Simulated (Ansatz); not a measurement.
Geometry optimisation, DFT PBE-D3(BJ), scalar-relativistic, plane waves, PAW (Ansatz 0.2.0).

Input file:

```yaml
crystal:
  lattice:
    - [10.86, 0.0, 0.0]
    - [0.0, 10.86, 0.0]
    - [0.0, 0.0, 10.86]
  atoms:
    - { symbol: Si, position: [0.5, 0.0, 0.0] }
    - { symbol: Si, position: [0.625, 0.125, 0.125] }
    - { symbol: Si, position: [0.75, 0.25, 0.0] }
    - { symbol: Si, position: [0.875, 0.375, 0.125] }
    - { symbol: Si, position: [0.75, 0.0, 0.25] }
    - { symbol: Si, position: [0.875, 0.125, 0.375] }
    - { symbol: Si, position: [0.0, 0.0, 0.0] }
    - { symbol: Si, position: [0.125, 0.125, 0.125] }
    - { symbol: Si, position: [0.25, 0.25, 0.0] }
    - { symbol: Si, position: [0.375, 0.375, 0.125] }
    - { symbol: Si, position: [0.5, 0.5, 0.0] }
    - { symbol: Si, position: [0.625, 0.625, 0.125] }
    - { symbol: Si, position: [0.75, 0.75, 0.0] }
    - { symbol: Si, position: [0.875, 0.875, 0.125] }
    - { symbol: Si, position: [0.25, 0.0, 0.25] }
    - { symbol: Si, position: [0.375, 0.125, 0.375] }
    - { symbol: Si, position: [0.5, 0.25, 0.25] }
    - { symbol: Si, position: [0.625, 0.375, 0.375] }
    - { symbol: Si, position: [0.75, 0.5, 0.25] }
    - { symbol: Si, position: [0.875, 0.625, 0.375] }
    - { symbol: Si, position: [0.5, 0.0, 0.5] }
    - { symbol: Si, position: [0.625, 0.125, 0.625] }
    - { symbol: Si, position: [0.75, 0.25, 0.5] }
    - { symbol: As, position: [0.75, 0.5, 0.75], spin: 1.0 }
    - { symbol: Si, position: [0.75, 0.0, 0.75] }
    - { symbol: Si, position: [0.875, 0.125, 0.875] }
    - { symbol: Si, position: [0.0, 0.5, 0.0] }
    - { symbol: Si, position: [0.125, 0.625, 0.125] }
    - { symbol: Si, position: [0.25, 0.75, 0.0] }
    - { symbol: Si, position: [0.375, 0.875, 0.125] }
    - { symbol: Si, position: [0.0, 0.25, 0.25] }
    - { symbol: Si, position: [0.125, 0.375, 0.375] }
    - { symbol: Si, position: [0.25, 0.5, 0.25] }
    - { symbol: Si, position: [0.375, 0.625, 0.375] }
    - { symbol: Si, position: [0.5, 0.75, 0.25] }
    - { symbol: Si, position: [0.625, 0.875, 0.375] }
    - { symbol: Si, position: [0.0, 0.0, 0.5] }
    - { symbol: Si, position: [0.125, 0.125, 0.625] }
    - { symbol: Si, position: [0.25, 0.25, 0.5] }
    - { symbol: Si, position: [0.375, 0.375, 0.625] }
    - { symbol: Si, position: [0.5, 0.5, 0.5] }
    - { symbol: Si, position: [0.625, 0.625, 0.625] }
    - { symbol: Si, position: [0.75, 0.75, 0.5] }
    - { symbol: Si, position: [0.875, 0.875, 0.625] }
    - { symbol: Si, position: [0.25, 0.0, 0.75] }
    - { symbol: Si, position: [0.375, 0.125, 0.875] }
    - { symbol: Si, position: [0.5, 0.25, 0.75] }
    - { symbol: Si, position: [0.625, 0.375, 0.875] }
    - { symbol: Si, position: [0.875, 0.625, 0.875] }
    - { symbol: Si, position: [0.0, 0.75, 0.25] }
    - { symbol: Si, position: [0.125, 0.875, 0.375] }
    - { symbol: Si, position: [0.0, 0.5, 0.5] }
    - { symbol: Si, position: [0.125, 0.625, 0.625] }
    - { symbol: Si, position: [0.25, 0.75, 0.5] }
    - { symbol: Si, position: [0.375, 0.875, 0.625] }
    - { symbol: Si, position: [0.0, 0.25, 0.75] }
    - { symbol: Si, position: [0.125, 0.375, 0.875] }
    - { symbol: Si, position: [0.25, 0.5, 0.75] }
    - { symbol: Si, position: [0.375, 0.625, 0.875] }
    - { symbol: Si, position: [0.5, 0.75, 0.75] }
    - { symbol: Si, position: [0.625, 0.875, 0.875] }
    - { symbol: Si, position: [0.0, 0.75, 0.75] }
    - { symbol: Si, position: [0.125, 0.875, 0.875] }
magnetization:
  spin_polarized: true
basis:
  ecutwfc: 420.0
kpoints:
  mp_grid: { grid: [1, 1, 1] }
hamiltonian:
  xc: pbe
  dispersion: d3bj
  pseudopotentials: { kind: paw, azcp: { folder: soft_1 } }
scf:
  occupations: { method: fermi_dirac, width: 0.05 }
  lower_state_search: "off"
relax:
  f_tol: 0.03
  max_steps: 60
  adjacent_minimum: "off"
```

Run as:

```bash
$ ansatz run input.yaml --threads 4 --pin off --max-ram 10240MiB --backend cpu --events-out ev --progress --plain --runs-dir out
```

Where does it end, and by what steps?

The run converged. Limits of this set-up: coarse k mesh, a typed lattice constant that wasn't relaxed here. After 3 steps the energy has fallen by 0.266 eV; As24 moved furthest, 0.25 Å.

| step | energy less start (eV) | largest force component (eV/Å) | accepted |
| --- | --- | --- | --- |
| 0 | 0.0000 | 0.733 | yes |
| 1 | -0.2348 | 0.186 | yes |
| 2 | -0.2627 | 0.051 | yes |
| 3 | -0.2655 | 0.022 | yes |

```xyz
63
Lattice="10.8600 0.0000 0.0000 0.0000 10.8600 0.0000 0.0000 0.0000 10.8600" Properties=species:S:1:pos:R:3
Si 5.424 0.013 0.006
Si 6.796 1.371 1.358
Si 8.145 2.742 -0.011
Si 9.499 4.076 1.366
Si 8.149 -0.003 2.712
Si 9.517 1.361 4.076
Si -0.003 0.013 -0.022
Si 1.358 1.357 1.346
Si 2.702 2.718 -0.022
Si 4.072 4.075 1.358
Si 5.424 5.450 0.006
Si 6.777 6.798 1.375
Si 8.125 8.151 0.006
Si 9.500 9.503 1.358
Si 2.719 -0.004 2.711
Si 4.084 1.357 4.072
Si 5.452 2.718 2.728
Si 6.826 4.083 4.119
Si 8.143 5.432 2.721
Si 9.492 6.749 4.119
Si 5.452 0.013 5.433
Si 6.826 1.404 6.798
Si 8.236 2.739 5.454
As 8.291 5.284 7.999
Si 8.143 0.006 8.147
Si 9.492 1.404 9.464
Si -0.027 5.430 -0.011
Si 1.344 6.779 1.358
Si 2.702 8.151 0.006
Si 4.070 9.505 1.360
Si 0.005 2.710 2.702
Si 1.354 4.058 4.076
Si 2.718 5.426 2.712
Si 4.072 6.779 4.086
Si 5.424 8.151 2.728
Si 6.796 9.503 4.086
Si 0.005 -0.013 5.425
Si 1.354 1.361 6.773
Si 2.728 2.710 5.425
Si 4.064 4.076 6.791
Si 5.441 5.430 5.457
Si 6.784 6.791 6.829
Si 8.145 8.134 5.457
Si 9.499 9.511 6.791
Si 2.718 -0.003 8.141
Si 4.072 1.371 9.494
Si 5.441 2.742 8.145
Si 6.784 4.114 9.506
Si 9.461 6.791 9.506
Si -0.003 8.123 2.728
Si 1.358 9.491 4.072
Si -0.024 5.339 5.454
Si 1.311 6.749 6.798
Si 2.702 8.123 5.433
Si 4.072 9.503 6.790
Si -0.024 2.739 8.054
Si 1.311 4.083 9.464
Si 2.709 5.432 8.147
Si 4.055 6.798 9.513
Si 5.424 8.151 8.165
Si 6.777 9.520 9.513
Si -0.027 8.134 8.145
Si 1.344 9.503 9.494
```

Whether the end is a true minimum wasn't checked by a vibrational analysis.

Run time: 38 s on 4 threads of Arm Neoverse V1, on a shared host, peak memory 1.6 GiB.
